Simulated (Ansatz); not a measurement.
Run this with the Python package of Ansatz (0.2.0) and show what comes out.

`brfsi_scan.py`
```python
'''Potential curve of BrFSi along one bond.'''

import logging
import sys

import ansatz as az
import numpy as np

logging.basicConfig(stream=sys.stdout, format='[%(levelname)s] %(message)s')
log = logging.getLogger('ansatz_job')
log.setLevel(logging.INFO)

BASIS_SET = 'def2-SVP'
XC = 'HF'

geometry_ang = [
    ('F', (0.3277, 1.3686, 0.3194)),
    ('Si', (-0.647, 0.2597, -0.323)),
    ('Br', (0.3083, -1.6931, -0.0097)),
]
system = az.Crystal.molecule()
for symbol, xyz in geometry_ang:
    system = system.atom(symbol, xyz)

symbols = [site.symbol for site in system.cartesian_sites]
start = np.array([site.position_ang for site in system.cartesian_sites])
axis = (start[2] - start[1]) / np.linalg.norm(start[2] - start[1])
moving = [2]
lengths, energies = [1.933, 2.021, 2.109, 2.196, 2.284, 2.372, 2.46, 2.592], []
for length in lengths:
    xyz = start.copy()
    xyz[moving] += (length - np.linalg.norm(start[2] - start[1])) * axis
    point = az.Crystal.molecule()
    for symbol, place in zip(symbols, xyz):
        point = point.atom(symbol, place.tolist())
    setup = point.calculation().basis(gaussian=BASIS_SET).functional(XC)
    r = setup.run(threads=1).report
    energies.append(r['free_energy_ev'])
    log.info(f'r = {length:6.3f} A  E = {energies[-1]:.5f} eV  <S^2> = {abs(r["mean_field"]["state"]["spin_squared"]):.3f}')

# quartic fit about the minimum
fit = np.polynomial.Polynomial.fit(lengths, np.array(energies) - min(energies), 4).convert()
roots = [r.real for r in fit.deriv().roots() if abs(r.imag) < 1e-9 and fit.deriv(2)(r.real) > 0]
r_e = min(roots, key=lambda r: abs(r - lengths[int(np.argmin(energies))]))
log.info(f'minimum of the fit at {r_e:.4f} A, force constant {fit.deriv(2)(r_e):.2f} eV/A^2')
```

```console
$ python brfsi_scan.py
[INFO] r =  1.933 A  E = -80554.54769 eV  <S^2> = 0.000
[INFO] r =  2.021 A  E = -80555.16289 eV  <S^2> = 0.000
[INFO] r =  2.109 A  E = -80555.50866 eV  <S^2> = 0.000
[INFO] r =  2.196 A  E = -80555.66415 eV  <S^2> = 0.000
[INFO] r =  2.284 A  E = -80555.68980 eV  <S^2> = 0.000
[INFO] r =  2.372 A  E = -80555.62408 eV  <S^2> = 0.000
[INFO] r =  2.460 A  E = -80555.49651 eV  <S^2> = 0.000
[INFO] r =  2.592 A  E = -80555.23386 eV  <S^2> = 0.000
[INFO] minimum of the fit at 2.2583 A, force constant 12.95 eV/A^2
```

Caveats:
- Total energies depend on the basis set; only differences at equal settings carry meaning.
- The rest of the molecule is held rigid at a force-field or estimated start geometry, and the basis set is modest; single-reference methods fail as a bond breaks.
- Hartree-Fock leaves correlation out, so bond, atomisation and ionisation energies come out well too low.
- The orbitals are restricted, so S² is zero by construction.
- It ran for 4.5 s on 1 thread of AMD EPYC 7B13 (Zen 3), on a shared host, peak memory 0.18 GiB.
